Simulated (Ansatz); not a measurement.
# MnS: the cost of one run

Method: DFT PBE, scalar-relativistic, plane waves, PAW, in Ansatz 0.2.0.

The COD entry's cell or inner coordinates are ideal or old and differ from later refinements, so a difference from it is no clean test against experiment.

**1. Starting point**

The structure is trigonal, space group R-3m (No. 166). The conventional cell has a = 3.640 Å, b = 3.640 Å, c = 8.830 Å, α = 90.00°, β = 90.00°, γ = 120.00°. Mn (site symmetry -3m) has 6 S at 2.57 Å as nearest neighbours. S (site symmetry -3m) is surrounded by 6 Mn at 2.57 Å.

Structure file:

```
CELL_PARAMETERS angstrom
-2.54047 -2.54047 5.11460
-5.11460 -2.54047 2.54047
-2.54047 -5.11460 2.54047
ATOMIC_POSITIONS crystal
Mn 0.00000 0.00000 0.00000
S 0.25000 0.25000 0.25000
Mn 0.50000 0.50000 0.50000
S 0.75000 0.75000 0.75000
```

This cell comes from an earlier session at PBE: 16.889 Å³/atom at 0.01 GPa, on a 12×12×12 mesh. The large moments point both ways and cancel.

Volume factors to run: 0.980, 1.020, 0.960, 1.040.

**2. Scaling the volume by 0.980**

File input.yaml:

```yaml
crystal:
  lattice:
    - [-2.5234198464, -2.5234198464, 5.0802687989]
    - [-5.0802687989, -2.5234198464, 2.5234198464]
    - [-2.5234198464, -5.0802687989, 2.5234198464]
  atoms:
    - { symbol: Mn, position: [0.0, 0.0, 0.0], spin: 4.49 }
    - { symbol: S, position: [1.2500000274, -0.7499999726, -0.7499999726] }
    - { symbol: Mn, position: [0.5, 0.5, 0.5], spin: -4.49 }
    - { symbol: S, position: [1.7499999726, -0.2500000274, -0.2500000274] }
basis:
  ecutwfc: 420
  ecutrho_ratio: 4
kpoints:
  mp_grid: { grid: [12, 12, 12] }
hamiltonian:
  xc: pbe
scf:
  occupations: { method: gaussian, width: 0.05 }
output:
  forces: true
  stress: true
  eigenvalues: true
  populations: true
magnetization:
  spin_polarized: true
relax:
  f_tol: 0.01
  max_steps: 40
  cell: { stress_tol: 0.1, fix: [volume] }
```

Launch:

```sh
$ ansatz run input.yaml --threads 2 --pin off --max-ram 5120MiB --backend cpu --events-out ev --progress --plain --runs-dir out
```

What time and memory should one allow on 2 threads of Arm Neoverse V2, shared host?

About 40 s, with a peak of 0.8 GiB.
